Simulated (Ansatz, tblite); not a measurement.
# VH2Cl2: rung by rung

How do method and basis change the picture of VH2Cl2 (doublet)?

Method: as each input shows; program: Ansatz 0.2.0, Gaussian basis.

The runs, in order: GFN1-xTB, GFN2-xTB, PBE-D4/def2-TZVP, r2SCAN-D4/def2-TZVP, BLYP-D4/def2-TZVP, LDA/def2-TZVP, CAM-B3LYP-D4/def2-TZVP, revPBE-D4/def2-TZVP, B97M-V/def2-TZVP, r2SCAN0-D4/def2-TZVP, ωB97M-V/def2-TZVP, PBE-D4/def2-SVP, PBE0-D4/def2-SVP, HF/STO-3G, HF/6-31G, B3LYP-D4/6-31G, CCSD(T)/def2-TZVPP, MP2/def2-TZVP, RPA/def2-TZVP.

### Step 1. The relaxed structure

The geometry is that of the doublet, from an earlier relaxation (PBE-D4/def2-TZVP).

5 atoms, charge 0, spin multiplicity 2.

Bond lengths: V1–H2 1.624 Å, V1–H3 1.624 Å, V1–Cl4 2.128 Å, V1–Cl5 2.128 Å. Angles: H2–V1–H3 99.3°, H2–V1–Cl4 104.2°, H2–V1–Cl5 104.2°, H3–V1–Cl4 104.2°, H3–V1–Cl5 104.2°, Cl4–V1–Cl5 135.6°.

Coordinates:

```
V    -0.0810   -0.0001   -0.0567
H     0.0699   -0.0088    1.5601
H     1.4901    0.0113   -0.4674
Cl   -0.7508    1.9692   -0.5064
Cl   -0.7283   -1.9715   -0.5297
```

Formally the metal is d1. No spin-orbit coupling is included.

PBE0-D4/def2-TZVP was run before; its log isn't repeated, and its numbers join the tables.

### Step 2. GFN1-xTB

Tight binding, by tblite at 300 K electronic temperature and without a spin-polarisation term:

```python
tblite.interface.Calculator('GFN1-xTB', numbers, positions, charge=0, uhf=1).singlepoint()
```

Energy -299.3998 eV; 0.005 s.

### Step 3. GFN2-xTB

Tight binding, by tblite at 300 K electronic temperature and without a spin-polarisation term:

```python
tblite.interface.Calculator('GFN2-xTB', numbers, positions, charge=0, uhf=1).singlepoint()
```

Energy -330.8528 eV; 0.004 s.

### Step 4. PBE-D4/def2-TZVP

start.molden holds the orbitals of an earlier run on this state, given as this run's starting guess.

Contents of in.yaml:

```yaml
crystal:
  periodic: [false, false, false]
  atoms:
    - {symbol: V, position_ang: [-0.080956, -0.000123, -0.056715]}
    - {symbol: H, position_ang: [0.069862, -0.008837, 1.560141]}
    - {symbol: H, position_ang: [1.490126, 0.011270, -0.467375]}
    - {symbol: Cl, position_ang: [-0.750762, 1.969250, -0.506355]}
    - {symbol: Cl, position_ang: [-0.728269, -1.971550, -0.529706]}
basis:
  gaussian: {orbitals: def2-TZVP, initial_orbitals: start.molden}
magnetization: {spin_polarized: true, initial_magnetization: 1}
hamiltonian: {xc: pbe, dispersion: d4}
scf: {omitted_lower_state_checks: [starts]}
output: {orbitals: {seedname: orbitals}}
```

On the command line:

```sh
$ ansatz run in.yaml --threads 4 --pin off --events-out ev --progress --plain --max-ram 3916MiB
```

Further steps of the session: r2SCAN-D4/def2-TZVP; BLYP-D4/def2-TZVP; LDA/def2-TZVP; CAM-B3LYP-D4/def2-TZVP; revPBE-D4/def2-TZVP; B97M-V/def2-TZVP; r2SCAN0-D4/def2-TZVP; ωB97M-V/def2-TZVP; PBE-D4/def2-SVP; PBE0-D4/def2-SVP; HF/STO-3G; HF/6-31G; B3LYP-D4/6-31G; CCSD(T)/def2-TZVPP; MP2/def2-TZVP; RPA/def2-TZVP.

Q: Predict the results of all the runs planned. Wanted: gap in def2-TZVP, named functionals, smallest and largest; correlation energy, CCSD(T)/def2-TZVPP; correlation energy, MP2/def2-TZVP; binding an atom, functionals in def2-TZVP; ⟨S²⟩ in def2-TZVP, named functionals, smallest and largest; PBE0 total energy, smallest basis above largest.

The runs gave:

| quantity | value |
| --- | --- |
| gap in def2-TZVP, named functionals, smallest and largest | 0.32 eV (LDA), 9.28 eV (ωB97M-V) |
| correlation energy, CCSD(T)/def2-TZVPP | -26.31 eV |
| correlation energy, MP2/def2-TZVP | -21.14 eV |
| binding an atom, functionals in def2-TZVP | 2.58 (r2SCAN0-D4) to 2.80 eV (B97M-V) |
| ⟨S²⟩ in def2-TZVP, named functionals, smallest and largest | 0.760, 0.782 |
| PBE0 total energy, smallest basis above largest | 12.23 eV (def2-SVP, def2-TZVP) |

**Reading.** Over the named functionals in def2-TZVP the gap runs from 0.32 eV (LDA) to 9.28 eV (ωB97M-V); exact exchange widens it. Over the named functionals in def2-TZVP spin contamination reaches 0.03 (r2SCAN0-D4), which is small. Notes on CCSD(T)/def2-TZVPP: large T1 diagnostic, spin contamination.
